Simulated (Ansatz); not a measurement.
# SiH3Br (singlet): wave-function methods side by side at distance Br1–H2 along a hydrogen transfer = 1.421 Å, cc-pVDZ

How much of the correlation energy of SiH3Br (singlet) does each wave-function method recover here?

Program: Ansatz 0.2.0, Gaussian basis. Level of theory: cc-pVDZ, core rule «outside noble gas», up to 19 orbitals frozen. These are calculated values, not measurements.

The runs, in order: UHF; CCSD(T) on RHF; CCSD(T) on UHF; BCCD(T) on RHF; CISD; CCSDT(Q) on RHF; CCSDT(Q) on UHF; CASSCF and MRCISD+Q, 2 electrons in 2 orbitals; CASSCF and NEVPT2, 2 electrons in 2 orbitals; CASSCF and NEVPT2, 14 electrons in 11 orbitals.

3 further runs of the same task are left out: 1 for a mislabelled method, 2 that didn't finish.

## Step 1: The geometry

The geometry derives from fragments relaxed apart (PBE0/def2-TZVP) and kept rigid, so it is no stationary point. A hydrogen atom is moved between rigid fragments. No spin-orbit coupling is included. The filled d shell of Br may be among the frozen orbitals whatever the setting's name suggests; the logs give the count.

5 atoms, charge 0, spin multiplicity 1.

Atoms are counted from 1 here; the program's logs count them from 0.

Bond lengths: Br1–H2 1.421 Å, Si3–H4 1.526 Å, Si3–H5 1.526 Å. Angles: H4–Si3–H5 91.2°.

As a file:

```mol
BrH3Si
  3D, bonds by distance, orders not assigned

  5  3  0  0  0  0  0  0  0  0999 V2000
   -0.9158    0.0159    0.0000 Br  0  0
    0.5048    0.0159    0.0000 H   0  0
    2.3732    0.0159    0.0000 Si  0  0
    2.9853   -0.8584    1.0900 H   0  0
    2.9853   -0.8584   -1.0900 H   0  0
  1  2  8  0
  3  4  8  0
  3  5  8  0
M  END
```

## Step 2: UHF

File in.yaml:

```yaml
crystal:
  periodic: [false, false, false]
  atoms:
    - {symbol: Br, position_ang: [-0.915831, 0.015876, 0.000000]}
    - {symbol: H, position_ang: [0.504769, 0.015876, 0.000000]}
    - {symbol: Si, position_ang: [2.373169, 0.015876, 0.000000]}
    - {symbol: H, position_ang: [2.985350, -0.858408, 1.090012]}
    - {symbol: H, position_ang: [2.985350, -0.858408, -1.090012]}
basis:
  gaussian: {orbitals: cc-pVDZ}
magnetization: {spin_polarized: true, initial_magnetization: 0}
hamiltonian: {xc: hf}
output: {orbitals: {seedname: orbitals}}
```

Started as:

```sh
> ansatz run in.yaml --threads 1 --pin off --events-out ev --progress --plain --max-ram 2393MiB
```

The runs that follow: CCSD(T) on RHF; CCSD(T) on UHF; BCCD(T) on RHF; CISD; CCSDT(Q) on RHF; CCSDT(Q) on UHF; CASSCF and MRCISD+Q, 2 electrons in 2 orbitals; CASSCF and NEVPT2, 2 electrons in 2 orbitals; CASSCF and NEVPT2, 14 electrons in 11 orbitals.

Before running them: what should the planned runs give, taken together? Wanted: RCCSDT(Q) below the RHF energy; RMP2 from RCCSDT(Q); UMP2 from RCCSDT(Q); RCCSD from RCCSDT(Q); RCCSD(T) from RCCSDT(Q); UCCSD(T) from RCCSDT(Q); UCCSDT(Q) from RCCSDT(Q); NEVPT2 pair from RCCSDT(Q); MRCISD+Q pair from RCCSDT(Q).

As calculated:

| quantity | value |
| --- | --- |
| RCCSDT(Q) below the RHF energy | -7.4448 eV |
| RMP2 from RCCSDT(Q) | +125.1 kJ/mol |
| UMP2 from RCCSDT(Q) | +141.9 kJ/mol |
| RCCSD from RCCSDT(Q) | +20.0 kJ/mol |
| RCCSD(T) from RCCSDT(Q) | +3.9 kJ/mol |
| UCCSD(T) from RCCSDT(Q) | +5.7 kJ/mol |
| UCCSDT(Q) from RCCSDT(Q) | +0.1 kJ/mol |
| NEVPT2 pair from RCCSDT(Q) | +120.2 kJ/mol |
| MRCISD+Q pair from RCCSDT(Q) | +6.0 kJ/mol |
| NEVPT2 valence from RCCSDT(Q) | +134.3 kJ/mol |
| levels within 1 kcal/mol (43 meV) | RCCSD(T), BCCD(T), RCCSDT, UCCSDT, UCCSDT(Q) |
| T1 diagnostic | 0.011 |
| effectively unpaired electrons | 0.08 |

**Reading.** RCCSD(T) lands +3.9 kJ/mol from the yardstick (0.5 % of the correlation energy). One determinant dominates. Of the multireference levels listed MRCISD+Q pair comes nearest in total energy (+6.0 kJ/mol), which doesn't show that its space is the better one. These misses are within one basis, not against nature.
